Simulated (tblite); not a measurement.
# C2H13BrSi4: the cost of one run

The runs use tblite 0.8.0 and PySCF 2.14.0, with density-fitted response routines of our own; the level of theory stands in each step. All values are computed, except where a source is named. Atoms count from 0, in the outputs and in this text.

## Step 1: Starting geometry

20 atoms, charge 0, multiplicity 1; geometry from: force field or distance geometry start.

Bonds of the start (Å): C0–C1 1.51, C1–Si2 1.87, Si2–Si3 2.24, Si2–Si4 2.22, Si2–Si5 2.22, Si5–Br6 2.25, C0–H7 1.10, C0–H8 1.10, C0–H9 1.13, C1–H10 1.11, C1–H11 1.11, Si3–H12 1.48, Si3–H13 1.46, Si3–H14 1.48, Si4–H15 1.48, Si4–H16 1.47, Si4–H17 1.47, Si5–H18 1.46, Si5–H19 1.47.

## Step 2: Geometry optimisation with GFN2-xTB

What the job is given:

```
{"job": {"kind": "relax", "xc": "GFN2-xTB", "basis": "xTB"}, "charge": 0, "multiplicity": 1}
C     -1.238700    -2.087100    -0.104600
C     -1.232200    -0.693900    -0.674600
Si     0.173000     0.360600    -0.043000
Si    -0.565400     2.479900    -0.084400
Si     0.662700    -0.194500     2.052800
Si     1.894600     0.182600    -1.431800
Br     3.801700     0.599200    -0.305000
H     -1.057000    -2.148600     0.981700
H     -0.546200    -2.791800    -0.594900
H     -2.279100    -2.502700    -0.256600
H     -2.222400    -0.239200    -0.438700
H     -1.069000    -0.808400    -1.766100
H      0.446200     3.416000     0.448000
H     -0.900600     2.787500    -1.473800
H     -1.758400     2.675200     0.772100
H      1.582200    -1.348100     1.971900
H     -0.608200    -0.552500     2.706600
H      1.289100     0.941400     2.752700
H      1.690300     1.117000    -2.538800
H      1.932300    -1.181900    -1.976500
```

On the command line:

```console
$ OMP_NUM_THREADS=1 python probes_run.py task.json out
```

This one command runs all jobs of the session in turn.

Q: Estimate the wall time and peak memory of this first job on 1 thread of Arm Neoverse N1, shared host.

About 2.7 s, with a peak of 0.18 GiB.
